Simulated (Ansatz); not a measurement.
Task: a Hubbard U by linear response of FeO₂, space group R-3m, with Ansatz's Python interface. Give the script and its output. Use: PBEsol, PAW, cutoff 380 eV, 11×11×11 k-points, Fermi-Dirac smearing of 0.15 eV, collinear spin.

```xyz
3
Lattice="1.4959 0.8636 4.9211 -1.4959 0.8636 4.9211 0.0000 -1.7273 4.9211" Properties=species:S:1:pos:R:3 pbc="T T T"
Fe    0.0000    0.0000    7.3817
O     0.0000    0.0000   11.3371
O     0.0000    0.0000    3.4264
```

`lr_u.py`
```python
"""Hubbard U of FeO2 from linear response."""

import ansatz as az


def main() -> None:
    lattice = az.Lattice.of(
        [1.495854, 0.863632, 4.921139],
        [-1.495854, 0.863632, 4.921139],
        [0.0, -1.727263, 4.921139],
    )
    sites = [
        ("Fe", [0.5, 0.5, 0.5]),
        ("O", [0.767916, 0.767916, 0.767916]),
        ("O", [0.232084, 0.232084, 0.232084]),
    ]
    structure = az.Crystal(lattice=lattice)
    for symbol, position in sites:
        structure = structure.atom(symbol, position)
    structure = structure.moments(Fe=2.4)

    job = (
        structure.calculation()
        .functional("PBEsol")
        .basis(380, density_ratio=6)
        .kpoints(11, 11, 11)
        .occupations("Fermi-Dirac", width=0.15)
        .spin("collinear")
        .eigensolver("auto", full_accuracy=True)
        .hubbard("Fe", "d", u_eff="linear-response")
        .band_table()
    )
    # within one cell the perturbed atoms see their images, so U is that of this cell
    found = []


    def keep(event):
        if event["event"] == "lr_u_result":
            found.append(event["data"])


    done = job.session().plan().execute(on_event=keep)
    r = done.report
    for orbit in found[-1]["orbits"]:
        print(f"sites {orbit['sites']}: n0 = {orbit['n0']:.3f}, chi0 = {orbit['chi0_per_ev']:.4f}/eV, chi = {orbit['chi_per_ev']:.4f}/eV, U = {orbit['u_ev']:.2f} eV")
    print("cycles:", found[-1]["n_cycles"], " band edges:", r.get("band_edges_ev"))
    print(f"net moment {r['magnetization_mub']:.3f} muB, absolute {r['absolute_magnetization_mub']:.3f} muB")
    for index, (site, m) in enumerate(zip(done.lattice.sites, r["site_moments_mub"])):
        print(f"  {index:2d} {site.symbol:2s} {m:7.3f}")


if __name__ == "__main__":
    main()
```

```console
$ python lr_u.py
DeckWarning: basis.ecutwfc = 380 eV is below the records' recommended 420 eV, and the density's cutoff is lower with it unless basis.ecutrho_ratio is high enough to keep the records' density cutoff: compare with a run at a higher cutoff
sites [0]: n0 = 6.169, chi0 = -0.4816/eV, chi = -0.1231/eV, U = 6.05 eV
cycles: 1  band edges: None
net moment 4.003 muB, absolute 4.193 muB
   0 Fe   3.698
   1 O   -0.035
   2 O   -0.035
```
(Warnings from the package without file and line.)

Notes:
- The settings weren't tested for convergence.
- The cutoff lies under the one recommended for these potentials.
- Other magnetic orders than the one started from may lie lower.
- U, its shell and the double counting are chosen to explore, and aren't derived for this compound.
- For a metal this k-point mesh is coarse: on a finer one energies can move by several to tens of meV an atom and pressures by half a GPa or more, differences at one mesh by less.
- With one magnetic atom the cell can hold only ferromagnetic order.
- The structure comes from a database of computed cells and needn't be a stable or known phase.
- Gaps and levels are Kohn-Sham values on a finite set of k-points.
- The computed U depends on the projectors, on the cell (the perturbed atoms see their images) and on the spin treatment typed in the script; a run with no .spin step is spin-unpolarised.
- Run time: 2.4 min on 1 thread of Arm Neoverse V1, with other jobs on the host, peak memory 0.54 GiB.

(Lines on the test bed's own set-up are left out of the output.)
